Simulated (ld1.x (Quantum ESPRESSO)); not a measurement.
# Potentials for Al that differ in a few settings, part 2 of 2

One potential is built and tested. Then a few of its settings are changed, to learn what that costs or gains.

ld1.x (Quantum ESPRESSO) 7.5; first potential PBE, non-relativistic. Earlier steps stand in the parts before.

## 6. Changed: reference 3s2 3p0; waves 3p (bound, empty): rcut 1.65, rcutus 2.15 bohr; 3p channel at …

In full, the change is: reference 3s2 3p0; waves 3p (bound, empty): rcut 1.65, rcutus 2.15 bohr; 3p channel at -0.09 Ry: rcut 1.65, rcutus 2.15 bohr.

Input file Al.in:

```
 &input
   title='Al', zed=13., rel=0, dft='PBE', iswitch=3,
   config='[Ne] 3s2 3p0',
   nld=2, rlderiv=2.35, eminld=-3.0, emaxld=5.0, deld=0.02
 /
 &inputp
   pseudotype=3, tm=.true., lloc=-1, rcloc=1.70,
   nlcc=.true., new_core_ps=.true.,
   which_augfun='PSQ', rmatch_augfun_nc=.true.,
   file_pseudopw='Al.UPF', file_wfcaegen='ae.wfc', file_wfcncgen='nc.wfc', file_beta='beta', file_chi='chi', file_wfcusgen='us.wfc'
 /
4
3S  1  0   2.00   0.00  1.65  1.75  0.0
3S  1  0   0.00  -0.10  1.65  1.75  0.0
3P  2  1   0.00   0.00  1.65  2.15  0.0
3P  2  1   0.00  -0.09  1.65  2.15  0.0
 &test
   configts(1)='3s2 3p0'
 /
```

The run is started by

```sh
$ ld1.x < Al.in > Al.out
```

The output, Al.out (without the banner and most projector matrices):

```text
     Program LD1 v.7.5
     --------------------------- All-electron run ----------------------------

     Al

     atomic number is 13.00
     dft =PBE   lsd =0 sic =0 latt =0  beta=0.20 tr2=1.0E-14
     Exchange-correlation= PBE
                           (   1   4   3   4   0   0   0)
     mesh =1135 r(mesh) = 100.48924 a.u. xmin = -7.00 dx = 0.01250
     1 Ry =  13.60569312 eV

     n l     nl                  e(Ry)          e(Ha)          e(eV)
     1 0     1S 1( 2.00)      -111.4367       -55.7183     -1516.1730
     2 0     2S 1( 2.00)        -8.5300        -4.2650      -116.0559
     2 1     2P 1( 6.00)        -5.7354        -2.8677       -78.0340
     3 0     3S 1( 2.00)        -1.0866        -0.5433       -14.7846
     3 1     3P 1( 0.00)        -0.6663        -0.3331        -9.0649

     final scf error:  7.6E-15 reached in  24 iterations

     Etot =    -484.027052 Ry,    -242.013526 Ha,   -6585.523530 eV

     Ekin =     483.269713 Ry,     241.634856 Ha,    6575.219406 eV
     Encl =   -1148.955151 Ry,    -574.477576 Ha,  -15632.331202 eV
     Eh   =     218.065857 Ry,     109.032928 Ha,    2966.937126 eV
     Exc  =     -36.407470 Ry,     -18.203735 Ha,    -495.348860 eV

     normalization and overlap integrals

     s(1S/1S) =  1.000000  <r> =   0.1205  <r2> =    0.0196  r(max) =   0.0789
     s(2S/2S) =  1.000000  <r> =   0.6276  <r2> =    0.4723  r(max) =   0.4954
     s(2P/2P) =  1.000000  <r> =   0.6034  <r2> =    0.4627  r(max) =   0.4264
     s(3S/3S) =  1.000000  <r> =   2.3812  <r2> =    6.5406  r(max) =   2.0088
     s(3P/3P) =  1.000000  <r> =   2.9053  <r2> =    9.8594  r(max) =   2.3930

     ------------------------ End of All-electron run ------------------------

     --------------------- Generating US pseudopotential ---------------------

      Generating local potential from pseudized AE potential:
      Matching radius rcloc =   1.7000

      Local pseudo, rcloc= 1.708 Estimated cut-off energy=     7.75 Ry

      Computing core charge for nlcc:

       r > 1.31 : true rho core
      Core charge pseudized with two Bessel functions
      Integrated core pseudo-charge :   3.68
      Wfc-us  3S rcutus= 1.751  Estimated cut-off energy=    13.81 Ry
      Wfc-us  3S rcutus= 1.751  Estimated cut-off energy=    15.17 Ry
      Wfc-us  3P rcutus= 2.138  Estimated cut-off energy=    16.03 Ry
      Wfc-us  3P rcutus= 2.138  Estimated cut-off energy=    16.97 Ry

     Q pseudized with Bessel functions
     Expected ecutrho=      95.2741 due to l1=  1   l2=  1

     ------------------- End of pseudopotential generation -------------------

     [... the all-electron block is printed once more ...]


     Computing logarithmic derivative in   2.34860
     Computing logarithmic derivative in   2.34860
     Computing the partial wave expansion
     R is outside the sphere for l=    0 j= 0.00
     R is outside the sphere for l=    0 j= 0.00
     R is outside the sphere for l=    1 j= 0.00
     R is outside the sphere for l=    1 j= 0.00

     ---------------------- Testing the pseudopotential ----------------------

     Al

     atomic number is 13.00   valence charge is  3.00
     dft =PBE   lsd =0 sic =0 latt =0  beta=0.20 tr2=1.0E-14
     mesh =1135 r(mesh) = 100.48924 xmin = -7.00 dx = 0.01250

     n l     nl             e AE (Ry)        e PS (Ry)    De AE-PS (Ry)
     1 0     3S   1( 2.00)       -1.08665       -1.08665        0.00000
     2 1     3P   1( 0.00)       -0.66626       -0.66626        0.00000

     eps = 4.3E-26  iter =  1

     Etot =    -484.027052 Ry,    -242.013526 Ha,   -6585.523530 eV
     Etotps =    -8.692449 Ry,      -4.346225 Ha,    -118.266796 eV

     Ekin =       0.845158 Ry,       0.422579 Ha,      11.498957 eV
     Encl =      -5.607771 Ry,      -2.803885 Ha,     -76.297605 eV
     Ehrt =       1.512684 Ry,       0.756342 Ha,      20.581113 eV
     Ecxc =      -6.227215 Ry,      -3.113608 Ha,     -84.725580 eV
     (Ecc =      -5.191988 Ry,      -2.595994 Ha,     -70.640589 eV)
     Epseu=       0.784695 Ry,       0.392348 Ha,      10.676319 eV

     ---------------------- End of pseudopotential test ----------------------
```

Run time: 2.1 s. Hardware: 1 thread, shared host. (Generation and the later configuration tests together.)

The new file went through the configuration test as well (its log is not shown).

Input file Al.test.in:

```
 &input
   title='Al', zed=13., rel=0, dft='PBE', iswitch=2,
   config='[Ne] 3s2 3p0'
 /
 &test
   file_pseudo='Al.UPF', nconf=8,
   configts(1)='3s2 3p0',
   configts(2)='3s2 3p1',
   configts(3)='3s1 3p0',
   configts(4)='3s2 3p0.5',
   configts(5)='3s0 3p3',
   configts(6)='3s1 3p1',
   configts(7)='3s1 3p2',
   configts(8)='3s2 3p1.3'
 /
```

Energies count from the reference configuration 3s2 3p0; the error is all-electron less pseudo.

| valence configuration | charge | ΔE all-electron (eV) | error AE − PS (meV) |
| --- | --- | --- | --- |
| 3s2 3p1 | 0 | -5.771 | +0.4 |
| 3s1 3p0 | +2 | 19.192 | -5.7 |
| 3s2 3p0.5 | +0.5 | -3.681 | +0.2 |
| 3s0 3p3 | 0 | 4.612 | -3.9 |
| 3s1 3p1 | +1 | 5.772 | -1.8 |
| 3s1 3p2 | 0 | -0.664 | -0.2 |
| 3s2 3p1.3 | -0.3 | -6.348 | +0.5 |

Against the first potential, the loose cutoff stays at 10 Ry, the largest error in the tests that it solved is -5.7 meV (3s1 3p0) and there is no bound ghost.

## 7. Changed: type TM; reference 3s2 3p0; waves now 3p (bound, empty): rc 2.15 bohr; 3s (bound): rc …

In full, the change is: type TM; reference 3s2 3p0; waves now 3p (bound, empty): rc 2.15 bohr; 3s (bound): rc 1.75 bohr; local potential the s channel.

Input file Al.in:

```
 &input
   title='Al', zed=13., rel=0, dft='PBE', iswitch=3,
   config='[Ne] 3s2 3p0',
   nld=2, rlderiv=2.35, eminld=-3.0, emaxld=5.0, deld=0.02
 /
 &inputp
   pseudotype=2, tm=.true., lloc=0,
   nlcc=.true., new_core_ps=.true.,
   file_pseudopw='Al.UPF', file_wfcaegen='ae.wfc', file_wfcncgen='nc.wfc', file_beta='beta', file_chi='chi'
 /
2
3P  2  1   0.00   0.00  2.15  2.15  0.0
3S  1  0   2.00   0.00  1.75  1.75  0.0
 &test
   configts(1)='3s2 3p0'
 /
```

The run is started by

```sh
$ ld1.x < Al.in > Al.out
```

Output in Al.out (without the banner and most projector matrices):

```text
     Program LD1 v.7.5
     [... all-electron run as in step 6 ...]


     --------------------- Generating NC pseudopotential ---------------------

      Generating local pot.: lloc=0, matching radius rcloc =   1.7500

      Computing core charge for nlcc:

       r > 1.31 : true rho core
      Core charge pseudized with two Bessel functions
      Integrated core pseudo-charge :   3.68

      Wfc   3P  rcut= 2.138  Using Troullier-Martins method

     ------------------- End of pseudopotential generation -------------------

     [... all-electron run as in step 6 ...]


     Computing logarithmic derivative in   2.34860
     Computing logarithmic derivative in   2.34860
     Computing the partial wave expansion
       no projector for channel:   0
     R is outside the sphere for l=    1 j= 0.00

     ---------------------- Testing the pseudopotential ----------------------

     Al

     atomic number is 13.00   valence charge is  3.00
     dft =PBE   lsd =0 sic =0 latt =0  beta=0.20 tr2=1.0E-14
     mesh =1135 r(mesh) = 100.48924 xmin = -7.00 dx = 0.01250

     n l     nl             e AE (Ry)        e PS (Ry)    De AE-PS (Ry)
     1 0     3S   1( 2.00)       -1.08665       -1.08665       -0.00000
     2 1     3P   1( 0.00)       -0.66626       -0.66626       -0.00000

     eps = 2.0E-15  iter =  9

     Etot =    -484.027052 Ry,    -242.013526 Ha,   -6585.523530 eV
     Etotps =    -8.689407 Ry,      -4.344703 Ha,    -118.225404 eV

     Ekin =       0.853842 Ry,       0.426921 Ha,      11.617112 eV
     Encl =      -4.862500 Ry,      -2.431250 Ha,     -66.157688 eV
     Ehrt =       1.510225 Ry,       0.755113 Ha,      20.547661 eV
     Ecxc =      -6.190974 Ry,      -3.095487 Ha,     -84.232490 eV
     (Ecc =      -5.191988 Ry,      -2.595994 Ha,     -70.640589 eV)

     ---------------------- End of pseudopotential test ----------------------
```

Run time: 2 s. Hardware: 1 thread, shared host. This counts the later configuration tests of the new file too.

The test run was repeated on this file; only its results are given.

Al.test.in is that of step 6.

The tests as a table, with energies relative to 3s2 3p0.

```tsv
valence configuration	charge	ΔE all-electron (eV)	error AE − PS (meV)
3s2 3p1	0	-5.771	+2.4
3s1 3p0	+2	19.192	+4.1
3s2 3p0.5	+0.5	-3.681	+0.8
3s0 3p3	0	4.612	-11
3s1 3p1	+1	5.772	-2.0
3s1 3p2	0	-0.664	-2.3
3s2 3p1.3	-0.3	-6.348	+3.4
```

With this change the loose cutoff stays at 10 Ry, the largest error in the tests that it solved is -11 meV (3s0 3p3), there is no bound ghost and the phase difference near zero goes from 0.00 to 0.02 rad.

## 8. Comparison

The summary covers parts 1 to 2.

Cutoffs, loose and tight: the cutoffs (Ry, on a coarse ladder) from which the occupation-weighted sum of valence levels, in a spherical-Bessel basis at the reference potential, stays within 10 and 1 mRy of its value at 400 Ry; empty and scattering waves don't count. The number of plane waves in a given cell goes as the cutoff to the power 3/2; it is given for the loose cutoff, relative to the first potential. Test errors are all-electron less pseudo; runs with another core, reference, functional or relativity have tests of their own. The phase difference is the largest within 1 Ry of zero, over the channels with partial waves. A dash means not determined.

```tsv
change	outcome	cutoff, loose	cutoff, tight	plane waves, relative	bound ghosts	largest test error (meV)	phase difference near zero (rad)	lowest overlap eigenvalue (Bessel basis)
first potential	generated	10 Ry	12 Ry	1.00	none	-5.9	0.000	0.521
reference 3s2 3p0; waves 3p (bound, empty): rcut 1.65, rcutus 2.15 bohr; 3p channel at -0.09 Ry: rcut 1.65, rcutus 2.15 bohr	generated	10 Ry	15 Ry	1.00	none	-5.7	0.000	0.505
type TM; reference 3s2 3p0; waves now 3p (bound, empty): rc 2.15 bohr; 3s (bound): rc 1.75 bohr; local potential the s channel	generated	10 Ry	30 Ry	1.00	none	-11	0.022	–
```

**Reading.** 

The first potential by itself. By total energies transferability is good: the largest error is 5.9 meV on 25.0 eV, for 3s1 3p0. The potential is soft on the atom at that tolerance: the looser tolerance needs 10 Ry. The slowest occupied level is 3s: taken alone it needs 12 Ry to come within 1 mRy, against 6 Ry or less for 3p. The Bessel-basis test finds no level below the valence levels.
